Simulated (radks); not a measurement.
# Fractional charge and spin in the 5p shell of iodine

An exercise on one series of results from a longer session: the logs are not shown, and one member is left open.

Program: radks (a radial shooting solver on a logarithmic mesh, Libxc functionals) version 1. Level of theory: scalar-relativistic Kohn-Sham, SCAN, spin-polarised, spherical densities, finite nucleus. These are calculated values, not measurements, unless marked.

## The system

* element: iodine (Z = 53)
* configuration: [Kr] 4d10 5s2 5p(up 3, down 2)
* nuclear rms radius: 4.75 fm

A shell typed twice in an input gives spin up, then spin down.

The first run:

Settings of this run:

```text
Z 53
configuration [Kr] 4d10 5s2 5p3 5p2
relativity scalar-relativistic
functional scan,scan
spin polarised
nucleus finite rms 4.75 fm
c 137.035999084
```

Among the steps run: 5p: up 3, down 2.

One table of the session follows, with a row left open; its other results are not shown here.

It belongs to the step «5p: up 3, down 2». From the orbitals of this run (lengths in bohr):

| level | <r> | outermost maximum (interpolated) | 90 % within | nodes |
| --- | --- | --- | --- | --- |
| 4p up | 0.7924 | 0.715 | 1.16 | 2 |
| 4p down | 0.7924 | 0.716 | 1.16 | 2 |
| 4d up | ? | ? | ? | ? |
| 4d down | 0.9212 | 0.778 | 1.41 | 1 |
| 5s up | 1.979 | 1.71 | 2.90 | 4 |
| 5s down | 1.979 | 1.69 | 2.91 | 4 |
| 5p up | 2.446 | 2.02 | 3.68 | 3 |
| 5p down | 2.475 | 2.04 | 3.74 | 3 |

**Question.** Estimate the row for 4d up.

As computed: <r>: 0.9229; outermost maximum (interpolated): 0.778; 90 % within: 1.41; nodes: 1. In the column «<r>» it lies between 4d down (0.9212) and 5s up (1.979).
